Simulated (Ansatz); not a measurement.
**SiCl₃ radical: small, medium and large basis sets**

The task here is to estimate one member of a computed series from the others.

Computed with Ansatz 0.2.0, Gaussian basis. Level: one geometry, several basis sets.

Plan: PBE0-D4/def2-SVP; ωB97M-V/def2-SVP; PBE0-D4/def2-QZVPP; ωB97M-V/def2-QZVPP; the functionals' def2-TZVPP values are taken from earlier runs.

## Structure used throughout

An earlier PBE0-D4 in a triple-zeta def2 set relaxation fixed the geometry.

SMILES `Cl[Si](Cl)Cl`, 4 atoms, charge 0, spin multiplicity 2.

Atoms are counted from 1 here; the program's logs count them from 0.

Bond lengths: Cl1–Si2 2.043 Å, Si2–Cl3 2.043 Å, Si2–Cl4 2.043 Å. Angles: Cl1–Si2–Cl3 109.4°, Cl1–Si2–Cl4 109.4°, Cl3–Si2–Cl4 109.5°.

The first run:

in.yaml reads:

```yaml
crystal:
  periodic: [false, false, false]
  atoms:
    - {symbol: Cl, position_ang: [-1.524821, -0.591569, 1.030126]}
    - {symbol: Si, position_ang: [0.116111, 0.389430, 0.310569]}
    - {symbol: Cl, position_ang: [1.694738, -0.903780, 0.218965]}
    - {symbol: Cl, position_ang: [-0.286027, 1.105929, -1.559670]}
basis:
  gaussian: {orbitals: def2-SVP}
magnetization: {spin_polarized: true, initial_magnetization: 1}
hamiltonian: {xc: pbe0, dispersion: d4}
output: {orbitals: {seedname: orbitals}}
```

Among the steps run: PBE0-D4 in def2-SVP; ωB97M-V in def2-SVP; PBE0-D4 in def2-QZVPP; ωB97M-V in def2-QZVPP.

One of the session's tables, all rows but one given; the rest of the session is left out.

It belongs to the step «Functionals by basis». 

```
functional       basis  HOMO (eV)  LUMO (eV)
   PBE0-D4    def2-SVP      -6.97      -3.35
   PBE0-D4  def2-TZVPP      -7.07      -3.40
   PBE0-D4  def2-QZVPP      -7.11      -3.46
   ωB97M-V    def2-SVP      -8.66      -1.67
   ωB97M-V  def2-TZVPP      -8.79      -1.79
   ωB97M-V  def2-QZVPP          ?          ?
```

**Question.** Estimate the row for ωB97M-V, def2-QZVPP.

**Answer.** HOMO (eV): -8.85; LUMO (eV): -1.88. In the column «HOMO (eV)» it is the lowest.
